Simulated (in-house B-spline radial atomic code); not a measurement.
# Hf¹²⁺: excited configurations

Aim: the energies of several excited configurations of Hf¹²⁺ above a reference configuration, each from its own self-consistent run.

Program: in-house B-spline radial atomic code version 1. Level of theory: Dirac-Hartree-Fock, average of configuration, Fermi nucleus, basis-set limit. These are calculated values, not measurements, unless marked.

## (1) Starting point

- element: hafnium (Z = 72)
- charge: +12
- electrons: 60
- configuration: [Kr] 4d10 4f12 5s2
- Hamiltonian: Dirac-Coulomb
- nucleus: Fermi, rms radius 5.347 fm

Outer shells as boxes (Hund's rule):

[Kr] 4d10 4f12 5s2
```
[Kr] core
4d [↑↓][↑↓][↑↓][↑↓][↑↓]
4f [↑↓][↑↓][↑↓][↑↓][↑↓][↑ ][↑ ]
5s [↑↓]
```

The boxes only draw the lowest term's filling; these runs average over all states of the configuration.

Settings, as recorded:

```ini
Z = 72
electrons = 60.0
configuration = [Kr] 4d10 4f12 5s2
hamiltonian = dirac
method = hf
spin_polarised = False
nucleus = fermi
rms_radius = 5.347
mass_number = 180
atomic_mass = 179.946559537
speed_of_light = 137.035999084
```

The reference is known from an earlier run: -15043.457373 hartree in all. Up to eight levels, counted from the top:

```
orbital  occupation  energy (eV)  <r> (bohr)
  4s1/2           2      -792.72      0.4666
  4p1/2           2      -693.76      0.4738
  4p3/2           4      -633.00      0.5036
  4d3/2           4      -470.78      0.5204
  4d5/2           6      -459.37      0.5310
  5s1/2           2      -271.29       1.022
  4f5/2     5.14286      -256.92      0.5820
  4f7/2     6.85714      -254.88      0.5883
```

## (2) [Kr] 4d9 4f12 5s2 5f1

Settings, as recorded:

```ini
Z = 72
electrons = 60.0
configuration = [Kr] 4d9 4f12 5s2 5f1
hamiltonian = dirac
method = hf
spin_polarised = False
nucleus = fermi
rms_radius = 5.347
mass_number = 180
atomic_mass = 179.946559537
speed_of_light = 137.035999084
```

## (3) Run with [Kr] 4d10 4f11 5s2 6g1

Changes to the settings of step 2:

```diff
@@ -2,3 +2,3 @@
 electrons = 60.0
-configuration = [Kr] 4d9 4f12 5s2 5f1
+configuration = [Kr] 4d10 4f11 5s2 6g1
 hamiltonian = dirac
```

## (4) Configuration [Kr] 4d10 4f11 5s2 8s1

Changes to the settings of step 3:

```diff
@@ -2,3 +2,3 @@
 electrons = 60.0
-configuration = [Kr] 4d10 4f11 5s2 6g1
+configuration = [Kr] 4d10 4f11 5s2 8s1
 hamiltonian = dirac
```

## (5) Run with [Kr] 4d9 4f12 5s2 8g1

Changes to the settings of step 4:

```diff
@@ -2,3 +2,3 @@
 electrons = 60.0
-configuration = [Kr] 4d10 4f11 5s2 8s1
+configuration = [Kr] 4d9 4f12 5s2 8g1
 hamiltonian = dirac
```

## (6) Configuration [Kr] 4d10 4f11 5s2 5g1

Changes to the settings of step 5:

```diff
@@ -2,3 +2,3 @@
 electrons = 60.0
-configuration = [Kr] 4d9 4f12 5s2 8g1
+configuration = [Kr] 4d10 4f11 5s2 5g1
 hamiltonian = dirac
```

How far above the reference does each configuration lie (order and size, in eV)?

**Answer**, as computed:

| net move | configuration | energy above the reference (eV) | with Breit, QED, recoil (eV) | largest <r> (bohr) |
| --- | --- | --- | --- | --- |
| 4f → 5g | [Kr] 4d10 4f11 5s2 5g1 | 157.69 | 157.79 | 2.01 |
| 4f → 6g | [Kr] 4d10 4f11 5s2 6g1 | 186.07 | 186.17 | 3.24 |
| 4f → 8s | [Kr] 4d10 4f11 5s2 8s1 | 187.12 | 187.27 | 4.15 |
| 4d → 5f | [Kr] 4d9 4f12 5s2 5f1 | 330.09 | 329.79 | 1.62 |
| 4d → 8g | [Kr] 4d9 4f12 5s2 8g1 | 422.13 | 421.83 | 6.40 |

Quantum defects of the promoted electron, δ = n − ζ/√(−2ε) with ζ = 13 and ε its orbital energy in hartree:

| promotion | δ |
| --- | --- |
| 4f → 6g | 0.073 |
| 4f → 8s | 2.025 |
| 4d → 8g | 0.096 |

**Reading.** The energies run from 157.69 eV (4f → 5g) to 422.13 eV (4d → 8g). Koopmans' estimate of the ionisation threshold is 254.88 eV; 2 configurations exceed it and could autoionise. The defect is largest for 8s (2.03) and least for 6g (0.07): low angular momentum penetrates the core, high angular momentum stays outside it. Two partly filled shells share a symmetry and can mix in the average, which may lower the energy, for: 4d → 5f. These are averages over configurations, without correlation, not spectroscopic levels.
